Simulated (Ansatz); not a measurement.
This was printed by a script on the Python package of Ansatz (0.2.0), for a single point in a Gaussian basis of C3H10GeOSi, SMILES C=[CH][GeH2][O][SiH2]C. What did the script look like? Use: B2PLYP, def2-SVP basis, multiplicity 1.

```yaml
atoms:
  - { symbol: C, position_ang: [3.5651, 0.0089, -0.1463] }
  - { symbol: C, position_ang: [2.4571, -0.6774, 0.1296] }
  - { symbol: Ge, position_ang: [0.7286, -0.0019, -0.3746] }
  - { symbol: O, position_ang: [-0.2569, 0.2439, 1.1026] }
  - { symbol: Si, position_ang: [-1.7747, 0.8537, 0.5666] }
  - { symbol: C, position_ang: [-2.8855, -0.5562, 0.0476] }
  - { symbol: H, position_ang: [3.5154, 0.9617, -0.6636] }
  - { symbol: H, position_ang: [4.5338, -0.3828, 0.1465] }
  - { symbol: H, position_ang: [2.5226, -1.6273, 0.6501] }
  - { symbol: H, position_ang: [0.9053, 1.3439, -1.1254] }
  - { symbol: H, position_ang: [0.0481, -1.0339, -1.3099] }
  - { symbol: H, position_ang: [-1.6207, 1.8104, -0.5425] }
  - { symbol: H, position_ang: [-2.4170, 1.5617, 1.6834] }
  - { symbol: H, position_ang: [-3.8831, -0.1564, -0.2270] }
  - { symbol: H, position_ang: [-2.9925, -1.2705, 0.8895] }
  - { symbol: H, position_ang: [-2.4454, -1.0778, -0.8264] }
```

```console
$ python run_energy.py
E = -69684.669966 eV = -2560.8643873 Ha
converged: True  doubts: none
<S^2> = 0.0  all-electron relativity setting: none
passes: {'evaluations': 18, 'products': 26}
occupied orbitals by irrep: [{'A': 41}, {'A': 41}]
```

One script that gives this output:

`run_energy.py`:
```python
import json
import sys

import ansatz as az

GEOMETRY = """
C     3.56510    0.00890   -0.14630
C     2.45710   -0.67740    0.12960
Ge    0.72860   -0.00190   -0.37460
O    -0.25690    0.24390    1.10260
Si   -1.77470    0.85370    0.56660
C    -2.88550   -0.55620    0.04760
H     3.51540    0.96170   -0.66360
H     4.53380   -0.38280    0.14650
H     2.52260   -1.62730    0.65010
H     0.90530    1.34390   -1.12540
H     0.04810   -1.03390   -1.30990
H    -1.62070    1.81040   -0.54250
H    -2.41700    1.56170    1.68340
H    -3.88310   -0.15640   -0.22700
H    -2.99250   -1.27050    0.88950
H    -2.44540   -1.07780   -0.82640
"""

system = az.Crystal.molecule()
for line in GEOMETRY.strip().splitlines():
    symbol, *xyz = line.split()
    system = system.atom(symbol, [float(v) for v in xyz])

model = system.calculation().basis(gaussian="def2-SVP").functional(az.LibraryFunctional("B2PLYP"))
try:
    report = model.run(threads=1, pin="off").report
except az.AnsatzError as error:
    sys.exit(f"{type(error).__name__}: {error}")

print(f"E = {report['free_energy_ev']:.6f} eV = {report['free_energy_ev'] / 27.211386246:.7f} Ha")
print("converged:", report["converged"], " doubts:", report["published_state_doubts"] or "none")

field = report["mean_field"]
print("<S^2> =", round(abs(field["state"]["spin_squared"]), 4), " all-electron relativity setting:", field["relativity"])
print("passes:", field["passes"])
if "symmetry" in field:
    print("occupied orbitals by irrep:", field["symmetry"]["occupied"])
with open("c3h10geosi.json", "w") as handle:
    json.dump({k: report[k] for k in ("free_energy_ev", "reference_energy_ev", "n_occupied", "n_virtual")}, handle, indent=1)
```

Notes:
- Total energies depend on the basis set; only differences at equal settings carry meaning.
- The geometry is a force-field or estimated start, not a minimum of this method, and the basis set is short of its limit.
- For a double hybrid the total adds scaled second-order correlation to the self-consistent reference.
- The whole script took 13 s on 1 thread of Intel(R) Xeon(R) Platinum 8488C (Sapphire Rapids), on a shared host, peak memory 0.46 GiB.

(Lines on the test bed's own set-up are left out of the output.)
